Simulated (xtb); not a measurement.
**C2H12BNSi2 (SMILES CCN([SiH3])B[SiH3]): GFN1-xTB**

Aim: a structure relaxation of C2H12BNSi2. 

Program for the calculation: xtb 6.7.1.

9 further runs of the same task are left out: 9 set aside as unsound or not needed.

### Step 1. The molecule

The species is C2H12BNSi2 (18 atoms), meant as a singlet with charge 0. As SMILES, `CCN([SiH3])B[SiH3]`. The coordinates come from a GFN2-xTB relaxation. This is one conformer, not always the lowest. The run starts from this shape.

Some bond lengths: C1–C2 1.525 Å, C2–N3 1.456 Å, N3–Si4 1.758 Å, N3–B5 1.399 Å, B5–Si6 1.961 Å, C1–H7 1.087 Å, C1–H8 1.088 Å, C1–H9 1.088 Å, C2–H10 1.095 Å, C2–H11 1.093 Å, Si4–H12 1.467 Å, Si4–H13 1.465 Å, Si4–H14 1.459 Å, B5–H15 1.179 Å, Si6–H16 1.478 Å, Si6–H17 1.478 Å. Some angles: C1–C2–N3 111.7°, C2–N3–Si4 116.4°, C2–N3–B5 121.2°, Si4–N3–B5 122.1°, N3–B5–Si6 123.9°, C1–C2–H10 109.3°, C1–C2–H11 109.2°, N3–C2–H10 109.4°, N3–C2–H11 109.2°, C2–C1–H7 110.2°.

### Step 2. A structure relaxation at GFN1-xTB

coord reads:

```
$coord
     -2.058951099086     -2.231804347706      2.145084815846  c
      0.467385962404     -0.869595270769      1.892787480948  c
      1.090466460215     -0.364339196828     -0.739430935305  n
      2.322511201688     -2.912559286841     -2.478621476843  si
      0.502232512142      1.953485484071     -1.867087205653  b
     -1.043487868757      4.796257185129     -0.060149982547  si
     -2.505909122082     -2.539961986848      4.126897294525  h
     -1.987160403611     -4.051005893360      1.189223547488  h
     -3.552326066333     -1.102466221107      1.297032422898  h
      1.956244484213     -2.028772172876      2.741085538292  h
      0.384086834830      0.916006944390      2.927204664307  h
      0.275068534701     -4.232759752027     -3.803243901161  h
      3.510959961465     -4.602522462832     -0.635401512144  h
      4.188596852494     -1.921454626258     -4.250371999508  h
      1.022927648521      2.110465033243     -4.028045720946  h
     -3.464982924853      4.230038546407      1.211333343146  h
      0.530219356047      5.856374643783      1.988445417376  h
     -1.637882323997      6.994594483167     -1.656722893459  h
$end
```

Launch:

```sh
$ xtb coord --gfn1 -o vtight > run.log 2> xtb.err
```

Q: Predict the results. Wanted: total energy at the end; dipole moment; HOMO energy; LUMO energy; HOMO–LUMO gap; dispersion energy.

**Answer.** As computed:

At GFN1-xTB:

```
               quantity          value
total energy at the end   -19.05463 Eh
          dipole moment         2.24 D
            HOMO energy      -11.26 eV
            LUMO energy       -7.86 eV
          HOMO–LUMO gap        3.40 eV
      dispersion energy  -20.67 kJ/mol
```

**Reading.** At the final geometry: Some bond lengths: C1–C2 1.524 Å, C2–N3 1.472 Å, N3–Si4 1.768 Å, N3–B5 1.439 Å, B5–Si6 1.984 Å, C1–H7 1.090 Å, C1–H8 1.091 Å, C1–H9 1.091 Å, C2–H10 1.095 Å, C2–H11 1.101 Å, Si4–H12 1.447 Å, Si4–H13 1.451 Å, Si4–H14 1.446 Å, B5–H15 1.219 Å, Si6–H16 1.458 Å, Si6–H17 1.458 Å. Some angles: C1–C2–N3 110.3°, C2–N3–Si4 125.5°, C2–N3–B5 119.7°, Si4–N3–B5 114.7°, N3–B5–Si6 122.9°, C1–C2–H10 110.2°, C1–C2–H11 109.9°, N3–C2–H10 109.7°, N3–C2–H11 108.7°, C2–C1–H7 110.2°. The optimisation took 27 steps and changed the energy by -0.119 eV.
